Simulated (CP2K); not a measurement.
Runs of CP2K 2026.2 on SiF. Symmetry: R-3m, No. 166, trigonal system. Conventional cell: a = 2.677 Å, b = 2.677 Å, c = 11.695 Å, α = 90.00°, β = 90.00°, γ = 120.00°. Around Si (site symmetry -3m) lie 6 F at 2.49 Å and 6 Si at 2.68 Å. Around F (site symmetry -3m) lie 6 Si at 2.49 Å and 6 F at 2.68 Å. The cell was built by a generator and needn't be a form met in nature.

```csv
level,cutoff of the non-local correlation (Ry),gap on the mesh (eV),pressure (GPa)
RPBE,-,none,(a)
rev-vdW-DF2,300,none,0.3
PBE,-,none,-0.1
PBEsol,-,none,-3.3
LDA,-,none,(b)
```

Alike in all rows: task band structure; potentials or basis POTENTIAL_UZH Si GTH-PBE-q4, F GTH-PBE-q7; TZVP-MOLOPT-PBE-GTH basis; no spin polarisation; cell as given; k mesh 12 × 12 × 12; smearing fermi-dirac 0.05 eV.

Question: Estimate the missing entries.

Answer: (a) 2.1; (b) -4.9.

Caveats: the basis of atomic orbitals isn't converged, which shifts pressures, moduli and gaps; an odd number of electrons without spin polarisation forces a metal; a magnetic or distorted state may lie lower; the potentials were made for another functional, which shifts forces and pressure (some runs).

A gap of «none» marks a metal or a gap under the smearing width.
